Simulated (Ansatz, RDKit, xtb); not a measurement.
**CH7ClGeSi: ranking a sample of isomers**

Which of a sample of isomers of CH7ClGeSi is the most stable in the gas at 298.15 K, and what are its properties? The sample is small against all isomers, and the most stable one of this formula need not be in it.

Plan: many cheap relaxations first (GFN2-xTB), then density-functional screening, relaxation at B3LYP-D3(BJ)/def2-SVP, vibrations (at GFN2-xTB) and a final energy. The numbers are computed, not measured.

### 1 Candidates

Isomers were taken from a list of plausible structures; this is a sample, not all of them. That gives 4 candidates.

```
label                    SMILES     spin
 c145       [CH3][GeH2][SiH2]Cl  singlet
 c553        C[Si@@H](Cl)[GeH3]  singlet
 c616         C[SiH2][GeH2][Cl]  singlet
 c973  [CH3][Ge@@H]([SiH3])[Cl]  singlet
```

Candidates are built by distance geometry, with a force field where one applies, in up to four conformers (letters a to d).

### 2 First filter: tight binding

All 6 starts are relaxed the same way. One of them, c616b (taken from a list of positional isomers, embedded by distance geometry and UFF), in full:

Input file start.xyz:

```xyz
11
c616b
C     -2.957399    -1.946813    -0.114493
Cl    -0.695986     0.634743    -4.117869
Ge    -2.385557    -0.125618    -2.925403
Si    -1.529475    -1.296901    -1.098141
H     -2.595257    -2.526345     0.772124
H     -3.588490    -1.088397     0.231739
H     -3.549163    -2.648928    -0.720423
H     -0.717207    -0.406029    -0.272086
H     -0.667066    -2.406679    -1.547914
H     -3.224134     1.038086    -2.468710
H     -3.147097    -1.086974    -3.756528
```

Run with:

```
$ xtb start.xyz --gfn 2 --opt
```

Standard output (excerpt; [...] marks lines left out):

```text
* xtb version 6.7.1
[...]
          :  # basis functions                  41          :
[...]
          :  # electrons                        26          :
[...]
          :  Hamiltonian                  GFN2-xTB          :
[...]
          :  net charge                          0          :
          :  unpaired electrons                  0          :
[...]
   *** convergence criteria satisfied after 14 iterations ***
[...]
   *** GEOMETRY OPTIMIZATION CONVERGED AFTER 8 ITERATIONS ***
[...]
   *** convergence criteria satisfied after 3 iterations ***
[...]
         ::                     SUMMARY                     ::
         :::::::::::::::::::::::::::::::::::::::::::::::::::::
         :: total energy             -13.964469319966 Eh    ::
         :: gradient norm              0.000647422953 Eh/a0 ::
         :: HOMO-LUMO gap              4.916275406180 eV    ::
         ::.................................................::
         :: SCC energy               -14.063598918444 Eh    ::
         :: -> isotropic ES            0.015562897558 Eh    ::
         :: -> anisotropic ES          0.001413046240 Eh    ::
         :: -> anisotropic XC          0.004064079285 Eh    ::
         :: -> dispersion             -0.007139496195 Eh    ::
         :: repulsion energy           0.099129598478 Eh    ::
         :: add. restraining           0.000000000000 Eh    ::
         :: total charge              -0.000000000000 e     ::
         :::::::::::::::::::::::::::::::::::::::::::::::::::::
[...]
        13        2.0000           -0.3883020             -10.5662 (HOMO)
        14                         -0.2076322              -5.6500 (LUMO)
[...]
     #   Z          covCN         q      C6AA      α(0)
     1   6 C        3.650    -0.205    24.937     7.173
     2  17 Cl       0.816    -0.209   105.633    15.723
     3  32 Ge       3.605     0.123   169.945    23.436
     4  14 Si       3.637     0.445    98.996    19.083
     5   1 H        0.925     0.036     2.505     2.475
     6   1 H        0.925     0.042     2.426     2.436
     7   1 H        0.925     0.042     2.426     2.436
     8   1 H        0.917    -0.079     4.889     3.458
     9   1 H        0.917    -0.079     4.893     3.460
    10   1 H        0.930    -0.058     4.279     3.235
    11   1 H        0.931    -0.057     4.266     3.230
[...]
     #   Z sym  total        # sym  WBO       # sym  WBO       # sym  WBO
 ---------------------------------------------------------------------------
     1   6 C    3.976 --     5 H    0.988     6 H    0.981     7 H    0.981
                             4 Si   0.935
     2  17 Cl   1.288 --     3 Ge   1.186
     3  32 Ge   3.711 --     2 Cl   1.186    10 H    0.845    11 H    0.845
                             4 Si   0.694
     4  14 Si   3.592 --     1 C    0.935     9 H    0.875     8 H    0.875
                             3 Ge   0.694
     5   1 H    0.998 --     1 C    0.988
     6   1 H    0.998 --     1 C    0.981
     7   1 H    0.998 --     1 C    0.981
     8   1 H    0.994 --     4 Si   0.875
     9   1 H    0.994 --     4 Si   0.875
    10   1 H    0.997 --     3 Ge   0.845
[...]
molecular dipole:
                 x           y           z       tot (Debye)
 q only:       -0.172      -0.698       1.090
   full:       -0.358      -0.671       1.040       3.274
molecular quadrupole (traceless):
[...]
          | TOTAL ENERGY              -13.964469319966 Eh   |
          | GRADIENT NORM               0.000647422953 Eh/α |
          | HOMO-LUMO GAP               4.916275406180 eV   |
           -------------------------------------------------
[...]
```

Wall time 0.083 s (2 threads of Intel Xeon 6975P-C (Granite Rapids), shared host).

### 3 Distinct minima at GFN2-xTB

6 of the 6 relaxations converged. 6 distinct structures remain:

```
label  start              SMILES after     spin  energy (kcal/mol)
c973a  drawn  [CH3][Ge@@H]([SiH3])[Cl]  singlet                0.0
c616b  drawn         C[SiH2][GeH2][Cl]  singlet                1.8
c616a  drawn         C[SiH2][GeH2][Cl]  singlet                1.9
c145b  drawn       [CH3][GeH2][SiH2]Cl  singlet                6.0
c145a  drawn       [CH3][GeH2][SiH2]Cl  singlet                6.1
c553a  drawn        C[Si@@H](Cl)[GeH3]  singlet                8.4
```

### 4 Single points on the low minima

A choice of the minima (the low ones first, few conformers of a pattern, up to a cap) and the lowest that fell apart get a single point at r2SCAN-D4/def2-SVP on the tight-binding geometry, and one at HF/STO-3G for comparison. The lowest singlets are also tried as triplets at the same geometry (label ending in t). The first, c973a:

Input file input.yaml:

```yaml
basis:
  gaussian:
    orbitals: def2-SVP
crystal:
  periodic: [false, false, false]
  atoms:
    - {symbol: C, position_ang: [-2.022985, -2.582159, -0.434502]}
    - {symbol: Cl, position_ang: [0.307533, -0.842322, -1.925079]}
    - {symbol: Ge, position_ang: [-1.766931, -1.345571, -1.972280]}
    - {symbol: Si, position_ang: [-3.147234, 0.576156, -2.001433]}
    - {symbol: H, position_ang: [-1.847736, -2.059167, 0.503268]}
    - {symbol: H, position_ang: [-1.328748, -3.417202, -0.489400]}
    - {symbol: H, position_ang: [-3.034730, -2.978163, -0.417370]}
    - {symbol: H, position_ang: [-1.871556, -2.217695, -3.238396]}
    - {symbol: H, position_ang: [-2.938719, 1.362097, -0.785251]}
    - {symbol: H, position_ang: [-4.544468, 0.145076, -2.043753]}
    - {symbol: H, position_ang: [-2.873908, 1.414500, -3.167325]}
hamiltonian:
  xc: {name: r2SCAN}
  dispersion: d4
scf:
  lower_state_search: off
output: {orbitals: {seedname: orbitals}}
```

Run with:

```
$ ansatz run input.yaml --threads 2 --pin off --max-ram 5220MiB --events-out events.jsonl --progress --plain --runs-dir runs
```

Standard output (excerpt; [...] marks lines left out):

```text
Warning: RAYON_NUM_THREADS=2 ignored (pool sized by the plan → 2); use --threads N
Functional definition: r2SCAN
  name "r2SCAN"
[...]
1306 factors; their error is unknown
[...]
mean field -78054.25290354 eV, -2868.4408871323 hartree, gradient 6.8e-6 eV, S^2 0.000000; 0 other end points of the search recorded, 0 dependent functions left out
reference -78054.25291417 eV, -2868.4408875229 hartree; 38, 38 occupied and 79, 79 virtual orbitals, 1306 factors
Total energy: -78054.31635974 eV, -2868.4432191046 hartree
Checks for a lower state left out: stability, starts, cluster_reference, orbital_swaps, neighbouring_geometries, increment
```

Wall time 1.6 s (2 threads of Intel Xeon 6975P-C (Granite Rapids), shared host); peak memory 0.17 GiB.

Relative energies in kcal/mol, each column from its lowest structure that stays in one piece:

```
 label                    SMILES     spin  GFN2-xTB  HF/STO-3G  r2SCAN-D4/def2-SVP
 c553a        C[Si@@H](Cl)[GeH3]  singlet       8.4        0.0                 0.0
 c616a         C[SiH2][GeH2][Cl]  singlet       1.9        2.7                 5.0
 c145a       [CH3][GeH2][SiH2]Cl  singlet       6.1        4.4                 5.1
 c616b         C[SiH2][GeH2][Cl]  singlet       1.8        3.0                 5.5
 c145b       [CH3][GeH2][SiH2]Cl  singlet       6.0        4.8                 5.6
 c973a  [CH3][Ge@@H]([SiH3])[Cl]  singlet       0.0        3.3                 6.0
c616at         C[SiH2][GeH2][Cl]  triplet         –          –               133.3
c145at       [CH3][GeH2][SiH2]Cl  triplet         –          –               139.1
c553at        C[Si@@H](Cl)[GeH3]  triplet         –          –               140.0
```

### 5 Refinement at B3LYP-D3(BJ)/def2-SVP

4 candidates are relaxed at B3LYP-D3(BJ)/def2-SVP (chosen among the lowest in one piece, one conformer a pattern). The first, c553a:

Input file input.yaml:

```yaml
crystal:
  periodic: [false, false, false]
  atoms:
    - {symbol: C, position_ang: [-1.947353, -2.777402, -1.113191]}
    - {symbol: Cl, position_ang: [-0.769302, -1.061640, -3.536920]}
    - {symbol: Ge, position_ang: [-3.241089, 0.442364, -1.490095]}
    - {symbol: Si, position_ang: [-1.421251, -1.024416, -1.621852]}
    - {symbol: H, position_ang: [-2.302194, -2.791122, -0.086487]}
    - {symbol: H, position_ang: [-1.124621, -3.482586, -1.190348]}
    - {symbol: H, position_ang: [-2.753694, -3.141783, -1.745712]}
    - {symbol: H, position_ang: [-0.300983, -0.575634, -0.790614]}
    - {symbol: H, position_ang: [-2.960717, 1.855280, -1.897198]}
    - {symbol: H, position_ang: [-3.808620, 0.574944, -0.109028]}
    - {symbol: H, position_ang: [-4.430039, 0.063079, -2.320066]}
basis:
  gaussian:
    orbitals: def2-SVP
hamiltonian:
  xc: {name: B3LYP}
  dispersion: d3bj
scf:
  lower_state_search: "off"
relax:
  f_tol: 0.006
```

Run with:

```
$ ansatz run input.yaml --threads 2 --pin off --max-ram 5220MiB --events-out events.jsonl --progress --plain --runs-dir runs
```

Standard output (excerpt; [...] marks lines left out):

```text
Warning: RAYON_NUM_THREADS=2 ignored (pool sized by the plan → 2); use --threads N
[...]
Functional definition: B3LYP
  name "B3LYP"
[...]
1232 factors; integrals over basis functions are off by at most 2.9e-4 eV
[...]
mean field -78059.03391675 eV, -2868.6165861271 hartree, gradient 1.8e-6 eV, S^2 0.000000; 0 other end points of the search recorded, 0 dependent functions left out
[...]
reference -78059.03420176 eV, -2868.6165966008 hartree; 38, 38 occupied and 79, 79 virtual orbitals, 1232 factors
relax step   1: F+E_penalty+E_count = -78059.53600748 eV  Δ(F+E_penalty+E_count) = +0.000e0 eV  max|allowed force component| = 1.357e0 eV/Å  Δτ_max = 0.0000 Å  (14 SCF iters, accepted)
[...]
relax step   6: F+E_penalty+E_count = -78059.73113341 eV  Δ(F+E_penalty+E_count) = -1.344e-4 eV  max|allowed force component| = 1.117e-2 eV/Å  Δτ_max = 0.0130 Å  (13 SCF iters, accepted)
[...]
Atom 2 at    -3.287813     0.485441    -1.475059 Å, force    -0.000311     0.000697     0.002157 eV/Å
Atom 3 at    -1.453125    -1.040891    -1.591708 Å, force    -0.001151     0.003152    -0.000583 eV/Å
Atom 4 at    -2.273989    -2.813613    -0.057955 Å, force     0.001335     0.000962    -0.000358 eV/Å
Atom 5 at    -1.093547    -3.475503    -1.227311 Å, force    -0.000186     0.000657     0.000502 eV/Å
Atom 6 at    -2.771394    -3.145469    -1.742851 Å, force     0.000160     0.000031     0.000815 eV/Å
Atom 7 at    -0.314343    -0.567617    -0.754564 Å, force     0.000168    -0.001493    -0.000029 eV/Å
Atom 8 at    -2.859381     1.893286    -1.934556 Å, force    -0.000885     0.000471     0.000051 eV/Å
Atom 9 at    -3.835197     0.585863    -0.032729 Å, force     0.000545     0.000117    -0.000678 eV/Å
Atom 10 at    -4.429708    -0.004098    -2.390783 Å, force     0.000937    -0.000674    -0.001045 eV/Å
Dipole moment:    -0.102435    -0.175099     0.310969 e Å
Checks for a lower state left out: stability, starts, cluster_reference, orbital_swaps, neighbouring_geometries, increment
```

Run time: 16 s. Hardware: 2 threads of Intel Xeon 6975P-C (Granite Rapids), shared host; peak memory 0.27 GiB.

Energy change by step (eV): 0.0000, -0.1798, -0.1914, -0.1944, -0.1950, -0.1951, -0.1951.

After the run. Bond lengths: C1–Si4 1.877 Å, Cl2–Si4 2.098 Å, Ge3–Si4 2.389 Å, C1–H5 1.103 Å, C1–H6 1.101 Å, C1–H7 1.101 Å, Si4–H8 1.491 Å, Ge3–H9 1.542 Å, Ge3–H10 1.546 Å, Ge3–H11 1.543 Å. Some angles: C1–Si4–Cl2 108.8°, C1–Si4–Ge3 112.4°, Cl2–Si4–Ge3 106.8°, C1–Si4–H8 110.6°, Cl2–Si4–H8 107.2°, Ge3–Si4–H8 110.9°, Si4–C1–H5 110.2°, Si4–C1–H6 110.6°, Si4–C1–H7 110.6°, Si4–Ge3–H9 110.8°.

### 6 After refinement

```
label     spin  r2SCAN-D4/def2-SVP (kcal/mol)  B3LYP-D3(BJ)/def2-SVP, relaxed (kcal/mol)  time
c553a  singlet                            0.0                                        0.0  16 s
c616a  singlet                            5.0                                        4.4  28 s
c145a  singlet                            5.1                                        4.8  30 s
c973a  singlet                            6.0                                        6.0  16 s
```

c553a: Bond lengths: C1–Si4 1.877 Å, Cl2–Si4 2.098 Å, Ge3–Si4 2.389 Å, C1–H5 1.103 Å, C1–H6 1.101 Å, C1–H7 1.101 Å, Si4–H8 1.491 Å, Ge3–H9 1.542 Å, Ge3–H10 1.546 Å, Ge3–H11 1.543 Å. Some angles: C1–Si4–Cl2 108.8°, C1–Si4–Ge3 112.4°, Cl2–Si4–Ge3 106.8°, C1–Si4–H8 110.6°, Cl2–Si4–H8 107.2°, Ge3–Si4–H8 110.9°, Si4–C1–H5 110.2°, Si4–C1–H6 110.6°, Si4–C1–H7 110.6°, Si4–Ge3–H9 110.8°.

c616a: Bond lengths: Cl2–Ge3 2.207 Å, C1–Si4 1.884 Å, Ge3–Si4 2.394 Å, C1–H5 1.101 Å, C1–H6 1.101 Å, C1–H7 1.101 Å, Si4–H8 1.492 Å, Si4–H9 1.494 Å, Ge3–H10 1.543 Å, Ge3–H11 1.545 Å. Some angles: Cl2–Ge3–Si4 103.3°, C1–Si4–Ge3 107.8°, Cl2–Ge3–H10 106.3°, Cl2–Ge3–H11 105.8°, Si4–Ge3–H10 116.4°, Si4–Ge3–H11 114.9°, C1–Si4–H8 111.4°, C1–Si4–H9 112.0°, Ge3–Si4–H8 107.3°, Ge3–Si4–H9 109.5°.

c145a: Bond lengths: C1–Ge3 1.969 Å, Cl2–Si4 2.098 Å, Ge3–Si4 2.390 Å, C1–H5 1.100 Å, C1–H6 1.100 Å, C1–H7 1.100 Å, Ge3–H8 1.545 Å, Ge3–H9 1.547 Å, Si4–H10 1.490 Å, Si4–H11 1.491 Å. Some angles: C1–Ge3–Si4 107.9°, Cl2–Si4–Ge3 105.9°, C1–Ge3–H8 110.1°, C1–Ge3–H9 110.9°, Si4–Ge3–H8 108.8°, Si4–Ge3–H9 110.8°, Ge3–C1–H5 110.7°, Ge3–C1–H6 110.2°, Ge3–C1–H7 109.1°, Cl2–Si4–H10 108.1°.

c973a: Bond lengths: C1–Ge3 1.961 Å, Cl2–Ge3 2.203 Å, Ge3–Si4 2.393 Å, C1–H5 1.099 Å, C1–H6 1.100 Å, C1–H7 1.101 Å, Ge3–H8 1.546 Å, Si4–H9 1.491 Å, Si4–H10 1.494 Å, Si4–H11 1.490 Å. Some angles: C1–Ge3–Cl2 106.7°, C1–Ge3–Si4 114.3°, Cl2–Ge3–Si4 104.7°, C1–Ge3–H8 110.8°, Cl2–Ge3–H8 105.9°, Si4–Ge3–H8 113.6°, Ge3–C1–H5 109.8°, Ge3–C1–H6 109.8°, Ge3–C1–H7 109.9°, Ge3–Si4–H9 108.5°.

### 7 Vibrations and thermal terms

The lowest few in one piece go on as finalists. In this search the thermal terms come from GFN2-xTB at its own nearest minimum. The first, c553a:

Input file start.xyz:

```xyz
11
c553a
C     -1.945062    -2.786862    -1.109941
Cl    -0.796301    -1.049454    -3.584055
Ge    -3.287813     0.485441    -1.475059
Si    -1.453125    -1.040891    -1.591708
H     -2.273989    -2.813613    -0.057955
H     -1.093547    -3.475503    -1.227311
H     -2.771394    -3.145469    -1.742851
H     -0.314343    -0.567617    -0.754564
H     -2.859381     1.893286    -1.934556
H     -3.835197     0.585863    -0.032729
H     -4.429708    -0.004098    -2.390783
```

Run with:

```
$ xtb start.xyz --gfn 2 --ohess tight
```

Standard output (excerpt; [...] marks lines left out):

```text
* xtb version 6.7.1
[...]
          :  # basis functions                  41          :
[...]
          :  # electrons                        26          :
[...]
          :  Hamiltonian                  GFN2-xTB          :
[...]
          :  net charge                          0          :
          :  unpaired electrons                  0          :
[...]
   *** convergence criteria satisfied after 15 iterations ***
[...]
   *** GEOMETRY OPTIMIZATION CONVERGED AFTER 8 ITERATIONS ***
[...]
   *** convergence criteria satisfied after 3 iterations ***
[...]
         ::                     SUMMARY                     ::
         :::::::::::::::::::::::::::::::::::::::::::::::::::::
         :: total energy             -13.953924650032 Eh    ::
         :: gradient norm              0.000500386170 Eh/a0 ::
         :: HOMO-LUMO gap              5.150807329095 eV    ::
         ::.................................................::
         :: SCC energy               -14.058081415137 Eh    ::
         :: -> isotropic ES            0.019890995452 Eh    ::
         :: -> anisotropic ES          0.000858518477 Eh    ::
         :: -> anisotropic XC          0.004217509616 Eh    ::
         :: -> dispersion             -0.007304344089 Eh    ::
         :: repulsion energy           0.104156765105 Eh    ::
         :: add. restraining           0.000000000000 Eh    ::
         :: total charge               0.000000000000 e     ::
         :::::::::::::::::::::::::::::::::::::::::::::::::::::
[...]
        13        2.0000           -0.3933713             -10.7042 (HOMO)
        14                         -0.2040823              -5.5534 (LUMO)
[...]
molecular dipole:
                 x           y           z       tot (Debye)
 q only:       -0.046      -0.181       0.729
   full:        0.145      -0.465       0.557       1.882
molecular quadrupole (traceless):
[...]
          | TOTAL ENERGY              -13.953924650079 Eh   |
          | TOTAL ENTHALPY            -13.876160570010 Eh   |
          | TOTAL FREE ENERGY         -13.919694275516 Eh   |
          | GRADIENT NORM               0.000499941071 Eh/α |
[...]
```

Run time: 0.25 s. Hardware: 2 threads of Intel Xeon 6975P-C (Granite Rapids), shared host.

### 8 Thermal terms of the finalists

As xtb prints them, at 298.15 K, with its own treatment of low modes:

```
label                    SMILES     spin  lowest mode (cm⁻¹)  zero-point (kcal/mol)  G − E (kcal/mol)
c553a        C[Si@@H](Cl)[GeH3]  singlet                  29                   42.9              21.5
c616a         C[SiH2][GeH2][Cl]  singlet                   7                   42.5              20.9
c145a       [CH3][GeH2][SiH2]Cl  singlet                  17                   42.8              21.6
c973a  [CH3][Ge@@H]([SiH3])[Cl]  singlet                  33                   42.3              20.8
```

### 9 Last filter: a higher level

Each finalist gets a single point at CCSD(T)/def2-SVP + MP2/def2-TZVPP - MP2/def2-SVP.

c553a, CCSD(T)/def2-SVP:

Input file input.yaml:

```yaml
crystal:
  periodic: [false, false, false]
  atoms:
    - {symbol: C, position_ang: [-1.945062, -2.786862, -1.109941]}
    - {symbol: Cl, position_ang: [-0.796301, -1.049454, -3.584055]}
    - {symbol: Ge, position_ang: [-3.287813, 0.485441, -1.475059]}
    - {symbol: Si, position_ang: [-1.453125, -1.040891, -1.591708]}
    - {symbol: H, position_ang: [-2.273989, -2.813613, -0.057955]}
    - {symbol: H, position_ang: [-1.093547, -3.475503, -1.227311]}
    - {symbol: H, position_ang: [-2.771394, -3.145469, -1.742851]}
    - {symbol: H, position_ang: [-0.314343, -0.567617, -0.754564]}
    - {symbol: H, position_ang: [-2.859381, 1.893286, -1.934556]}
    - {symbol: H, position_ang: [-3.835197, 0.585863, -0.032729]}
    - {symbol: H, position_ang: [-4.429708, -0.004098, -2.390783]}
basis:
  gaussian: {orbitals: def2-SVP}
correlation: {method: ccsd_t, frozen_orbitals: {Si: 5, Ge: 9, Cl: 5, H: 0, C: 1}}
```

Run with:

```
$ ansatz run input.yaml --threads 2 --pin off --max-ram 5220MiB --events-out events.jsonl --progress --plain --runs-dir runs
```

Standard output (excerpt; [...] marks lines left out):

```text
Warning: RAYON_NUM_THREADS=2 ignored (pool sized by the plan → 2); use --threads N
Functional definition: HF
  name "HF"
[...]
1149 factors; integrals over basis functions are off by at most 1.4e-3 eV
[...]
mean field -77968.06396019 eV, -2865.2735018853 hartree, gradient 1.0e-6 eV, S^2 0.000000; 0 other end points of the search recorded, 0 dependent functions left out
20 core orbitals not correlated: weight in the atoms' cores, before any rotation towards them, 1.000 or more for the frozen orbitals, at most 0.000 for the correlated occupied ones
reference -77968.06396019 eV, -2865.2735018853 hartree; 18, 18 occupied and 79, 79 virtual orbitals, 1149 factors
second order -16.66806432 eV of doubles, -0.00000000 eV of singles
cycle   1  -17.49564391 eV  change   -8.3e-1 eV  update   9.5e-2
[...]
cycle   8  -18.10548214 eV  change   -1.4e-5 eV  update   2.0e-5
perturbative correction -0.48212034 eV, -0.0177175958 hartree
Total energy: -77986.65156268 eV, -2865.9565836773 hartree
```

It took 8.1 s on 2 threads of Intel Xeon 6975P-C (Granite Rapids), shared host; peak memory 0.56 GiB.

[end of part 1 of 2]
